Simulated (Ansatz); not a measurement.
# GaCl2(NH2) (Cl₂GaH₂N): a spread of methods and bases

Aim: run GaCl2(NH2) (Cl₂GaH₂N) under a spread of inputs, and see what each costs and gives.

The runs use Ansatz 0.2.0, Gaussian basis; the settings change from run to run.

## (1) The molecule

An earlier PBE0-D4/def2-SVP relaxation fixed the geometry.

6 atoms, charge 0, spin multiplicity 1.

Atoms are counted from 1 here; the program's logs count them from 0.

Bond lengths: Ga1–Cl2 2.133 Å, Ga1–Cl3 2.133 Å, Ga1–N4 1.788 Å, N4–H5 1.012 Å, N4–H6 1.012 Å. Angles: Cl2–Ga1–Cl3 118.9°, Cl2–Ga1–N4 120.5°, Cl3–Ga1–N4 120.5°, Ga1–N4–H5 123.3°, Ga1–N4–H6 123.3°, H5–N4–H6 113.3°.

## (2) BLYP/cc-pVTZ

This run has charge -1, multiplicity 2, restricted open-shell orbitals.

The input, in.yaml:

```yaml
crystal:
  periodic: [false, false, false]
  atoms:
    - {symbol: Ga, position_ang: [0.362086, 0.619791, 0.011275]}
    - {symbol: Cl, position_ang: [2.468975, 0.637979, 0.345385]}
    - {symbol: Cl, position_ang: [-0.651656, 2.472740, -0.288468]}
    - {symbol: N, position_ang: [-0.540742, -0.923076, -0.009441]}
    - {symbol: H, position_ang: [-1.537007, -0.981769, -0.174685]}
    - {symbol: H, position_ang: [-0.101656, -1.825656, 0.115934]}
basis:
  gaussian: {orbitals: cc-pVTZ}
total_charge: -1
magnetization: {spin_polarized: false, initial_magnetization: 1}
hamiltonian: {xc: {name: BLYP}}
output: {forces: true}
```

Launch:

```sh
ansatz run in.yaml --threads 4 --pin off --events-out ev --progress --plain --max-ram 3916MiB
```

Log:

```text
Functional definition: BLYP
  name "BLYP"
  cite "Becke, Phys. Rev. A 38, 3098 (1988) doi:10.1103/PhysRevA.38.3098"
  cite "Lee, Yang & Parr, Phys. Rev. B 37, 785 (1988) doi:10.1103/PhysRevB.37.785"
  parameter beta = 0.0042
  parameter a = 0.04918
  parameter b = 0.132
  parameter c = 0.2533
  parameter d = 0.349
  exchange = b88_x(beta = beta)
  correlation = lyp_c(a = a, b = b, c = c, d = d)
1204 factors; their error is unknown
mean field evaluation 1: about -78945.0506 eV, gradient 6.6e1 eV
mean field evaluation 2: about -78881.5028 eV, gradient 1.4e2 eV
mean field evaluation 4: about -78952.4126 eV, gradient 1.5e1 eV
mean field evaluation 8: about -78953.0199 eV, gradient 8.0e-2 eV
mean field evaluation 16: about -78952.9972 eV, gradient 1.8e-4 eV
mean field evaluation 32: about -78952.2791 eV, gradient 6.5e0 eV
mean field -78952.99718457 eV, -2901.4691302693 hartree, gradient 1.6e-5 eV, S^2 0.750000; 4 other end points of the search recorded, 0 dependent functions left out
the calculation of the forces begins
reference -78952.99751034 eV, -2901.4691422412 hartree; 38, 37 occupied and 131, 132 virtual orbitals, 1204 factors
Total energy: -78952.99751034 eV, -2901.4691422412 hartree
Atom 0 at     0.362086     0.619791     0.011275 Å, force    -0.153671    -0.276098    -0.042328 eV/Å
Atom 1 at     2.468975     0.637979     0.345385 Å, force     2.963167    -0.062423     0.485255 eV/Å
Atom 2 at    -0.651656     2.472740    -0.288468 Å, force    -1.504925     2.564580    -0.422131 eV/Å
Atom 3 at    -0.540742    -0.923076    -0.009441 Å, force    -0.816606    -1.380980     0.009603 eV/Å
Atom 4 at    -1.537007    -0.981769    -0.174685 Å, force    -0.595559    -0.215015    -0.086602 eV/Å
Atom 5 at    -0.101656    -1.825656     0.115934 Å, force     0.107594    -0.630065     0.056202 eV/Å
Dipole moment:    -0.110169    -0.188733    -0.003860 e Å
```

It took 5.5 s on 4 threads of Arm Neoverse V1, shared host.

Largest force 3.003 eV/Å.

## (3) r2SCANh/pcseg-2

Options: coordinates scaled by 0.96, density fitting with def2-universal-jkfit, a grid of angular degree 11, a point charge of 2.00 e beside it, D3(BJ) with three-body dispersion.

The input, in.yaml:

```yaml
crystal:
  periodic: [false, false, false]
  atoms:
    - {symbol: Ga, position_ang: [0.347602, 0.594999, 0.010824]}
    - {symbol: Cl, position_ang: [2.370216, 0.612460, 0.331569]}
    - {symbol: Cl, position_ang: [-0.625589, 2.373831, -0.276930]}
    - {symbol: N, position_ang: [-0.519112, -0.886153, -0.009063]}
    - {symbol: H, position_ang: [-1.475526, -0.942498, -0.167697]}
    - {symbol: H, position_ang: [-0.097590, -1.752629, 0.111296]}
basis:
  gaussian: {orbitals: pcseg-2, fitting: {mean_field: def2-universal-jkfit}, final_grid: {core_spheres: 5, valence_spheres: 4, degree: 11}, point_charges: [{charge: 2.00, position_ang: [7.171, 0.134, 0.150]}]}
hamiltonian: {xc: {name: r2SCANh}, dispersion: d3bjatm}
scf: {omitted_lower_state_checks: [starts]}
output: {forces: true}
```

The command is unchanged.

Log, shortened:

```text
Functional definition: r2SCANh
  name "r2SCANh"
  cite "Bursch, Neugebauer, Ehlert & Grimme, J. Chem. Phys. 156, 134105 (2022) doi:10.1063/5.0086040"
  cite "Furness, Kaplan, Ning, Perdew & Sun, J. Phys. Chem. Lett. 11, 8208 (2020) doi:10.1021/acs.jpclett.0c02405"
  cite "Furness, Kaplan, Ning, Perdew & Sun, J. Phys. Chem. Lett. 11, 9248 (2020) doi:10.1021/acs.jpclett.0c03077"
  parent r2scan
[...]
635 factors; integrals over basis functions are off by at most 9.1e-1 eV
[...]
mean field -78949.44731828 eV, -2901.3386750894 hartree, gradient 2.8e-5 eV, S^2 0.000000; 0 other end points of the search recorded, 0 dependent functions left out
[...]
reference -78949.44732562 eV, -2901.3386753593 hartree; 37, 37 occupied and 132, 132 virtual orbitals, 635 factors
Total energy: -78949.49053090 eV, -2901.3402631240 hartree
Atom 0 at     0.347602     0.594999     0.010824 Å, force    -0.885332     1.116363    -0.185011 eV/Å
Atom 1 at     2.370216     0.612460     0.331569 Å, force     2.350775    -0.251663     0.320045 eV/Å
Atom 2 at    -0.625589     2.373831    -0.276930 Å, force    -0.499771     0.899959    -0.157026 eV/Å
Atom 3 at    -0.519112    -0.886153    -0.009063 Å, force     0.359531    -0.193889     0.052033 eV/Å
Atom 4 at    -1.475526    -0.942498    -0.167697 Å, force    -1.702944    -0.067124    -0.266318 eV/Å
Atom 5 at    -0.097590    -1.752629     0.111296 Å, force     0.605120    -1.551390     0.224109 eV/Å
Dipole moment:    -0.751278    -0.422203    -0.050881 e Å
Checks for a lower state left out: starts
```

Wall time 2.1 s (4 threads of Arm Neoverse V1, shared host).

Largest force 2.386 eV/Å, dipole 4.15 D.

## (4) PBE0/pcseg-2

This run has density fitting with def2-universal-jkfit.

The input, in.yaml:

```yaml
crystal:
  periodic: [false, false, false]
  atoms:
    - {symbol: Ga, position_ang: [0.362086, 0.619791, 0.011275]}
    - {symbol: Cl, position_ang: [2.468975, 0.637979, 0.345385]}
    - {symbol: Cl, position_ang: [-0.651656, 2.472740, -0.288468]}
    - {symbol: N, position_ang: [-0.540742, -0.923076, -0.009441]}
    - {symbol: H, position_ang: [-1.537007, -0.981769, -0.174685]}
    - {symbol: H, position_ang: [-0.101656, -1.825656, 0.115934]}
basis:
  gaussian: {orbitals: pcseg-2, fitting: {mean_field: def2-universal-jkfit}}
hamiltonian: {xc: {name: PBE0}}
scf: {omitted_lower_state_checks: [starts]}
output: {forces: true}
```

The command is unchanged.

Log, shortened:

```text
Functional definition: PBE0
  name "PBE0"
  cite "Adamo & Barone, J. Chem. Phys. 110, 6158 (1999) doi:10.1063/1.478522"
  cite "Perdew, Burke & Ernzerhof, Phys. Rev. Lett. 77, 3865 (1996) doi:10.1103/PhysRevLett.77.3865"
  parent pbe
[...]
635 factors; integrals over basis functions are off by at most 9.4e-1 eV
[...]
mean field -78935.77518719 eV, -2900.8362335392 hartree, gradient 6.8e-5 eV, S^2 0.000000; 0 other end points of the search recorded, 0 dependent functions left out
[...]
reference -78935.77521908 eV, -2900.8362347110 hartree; 37, 37 occupied and 132, 132 virtual orbitals, 635 factors
Total energy: -78935.77521908 eV, -2900.8362347110 hartree
Atom 0 at     0.362086     0.619791     0.011275 Å, force     0.095416     0.163517     0.004641 eV/Å
Atom 1 at     2.468975     0.637979     0.345385 Å, force    -0.172604     0.005103    -0.028555 eV/Å
Atom 2 at    -0.651656     2.472740    -0.288468 Å, force     0.088914    -0.148827     0.024810 eV/Å
Atom 3 at    -0.540742    -0.923076    -0.009441 Å, force    -0.207242    -0.352257    -0.014880 eV/Å
Atom 4 at    -1.537007    -0.981769    -0.174685 Å, force     0.333530     0.028407     0.054434 eV/Å
Atom 5 at    -0.101656    -1.825656     0.115934 Å, force    -0.138014     0.304057    -0.040451 eV/Å
Dipole moment:    -0.283656    -0.487916    -0.016073 e Å
Checks for a lower state left out: starts
```

Run time: 1.6 s. Hardware: 4 threads of Arm Neoverse V1, shared host.

Largest force 0.409 eV/Å, dipole 2.71 D.

## (5) PBE0/cc-pVTZ-DK

Set apart from the defaults: coordinates scaled by 1.05.

The input, in.yaml:

```yaml
crystal:
  periodic: [false, false, false]
  atoms:
    - {symbol: Ga, position_ang: [0.380190, 0.650781, 0.011839]}
    - {symbol: Cl, position_ang: [2.592424, 0.669878, 0.362654]}
    - {symbol: Cl, position_ang: [-0.684238, 2.596377, -0.302892]}
    - {symbol: N, position_ang: [-0.567779, -0.969230, -0.009913]}
    - {symbol: H, position_ang: [-1.613857, -1.030858, -0.183419]}
    - {symbol: H, position_ang: [-0.106739, -1.916938, 0.121730]}
basis:
  gaussian: {orbitals: cc-pVTZ-DK}
hamiltonian: {xc: {name: PBE0}}
scf: {omitted_lower_state_checks: [starts]}
output: {forces: true}
```

The command is unchanged.

Log, shortened:

```text
Functional definition: PBE0
  name "PBE0"
  cite "Adamo & Barone, J. Chem. Phys. 110, 6158 (1999) doi:10.1063/1.478522"
  cite "Perdew, Burke & Ernzerhof, Phys. Rev. Lett. 77, 3865 (1996) doi:10.1103/PhysRevLett.77.3865"
  parent pbe
[...]
1324 factors; their error is unknown
[...]
mean field -79529.81164689 eV, -2922.6666707808 hartree, gradient 4.0e-5 eV, S^2 0.000000; 0 other end points of the search recorded, 0 dependent functions left out
[...]
reference -79529.81167769 eV, -2922.6666719128 hartree; 37, 37 occupied and 132, 132 virtual orbitals, 1324 factors
Total energy: -79529.81167769 eV, -2922.6666719128 hartree
Relativity: scalar
Atom 0 at     0.380190     0.650781     0.011839 Å, force    -0.294424    -0.503904    -0.007531 eV/Å
Atom 1 at     2.592424     0.669878     0.362654 Å, force    -1.600951    -0.005582    -0.254018 eV/Å
Atom 2 at    -0.684238     2.596377    -0.302892 Å, force     0.777266    -1.403979     0.229240 eV/Å
Atom 3 at    -0.567779    -0.969230    -0.009913 Å, force    -0.203860    -0.357080    -0.043000 eV/Å
Atom 4 at    -1.613857    -1.030858    -0.183419 Å, force     2.233543     0.211272     0.355818 eV/Å
Atom 5 at    -0.106739    -1.916938     0.121730 Å, force    -0.911574     2.059274    -0.280509 eV/Å
Dipole moment:    -0.306094    -0.526174    -0.016349 e Å
Checks for a lower state left out: starts
```

Wall time 2.8 s (4 threads of Arm Neoverse V1, shared host).

Largest force 2.272 eV/Å, dipole 2.92 D.

## (6) The runs in one table

```csv
level,charge,multiplicity,geometry,functions,energy (eV),time
BLYP/cc-pVTZ,-1,2,relaxed,169,-78952.998,5.5 s
r2SCANh/pcseg-2,0,1,"scaled, point charge",169,-78949.491,2.1 s
PBE0/pcseg-2,0,1,relaxed,169,-78935.775,1.6 s
PBE0/cc-pVTZ-DK,0,1,scaled,169,-79529.812,2.8 s
```

## (7) Outcome

| quantity | value |
| --- | --- |
| runs | 4 |
| quickest | PBE0/pcseg-2, 1.6 s |
| slowest | BLYP/cc-pVTZ, 5.5 s |

**Reading.** The runs differ in state or geometry as well as level, so their energies can't be set against each other. BLYP/cc-pVTZ took 3 times as long as PBE0/pcseg-2. The jobs differ in tasks and options as well as level. At the PBE0-D4/def2-SVP geometry and in the same state, runs without warnings or point charges leave forces up to 0.41 eV/Å (PBE0/pcseg-2), against 2.3 eV/Å where the atoms were moved.
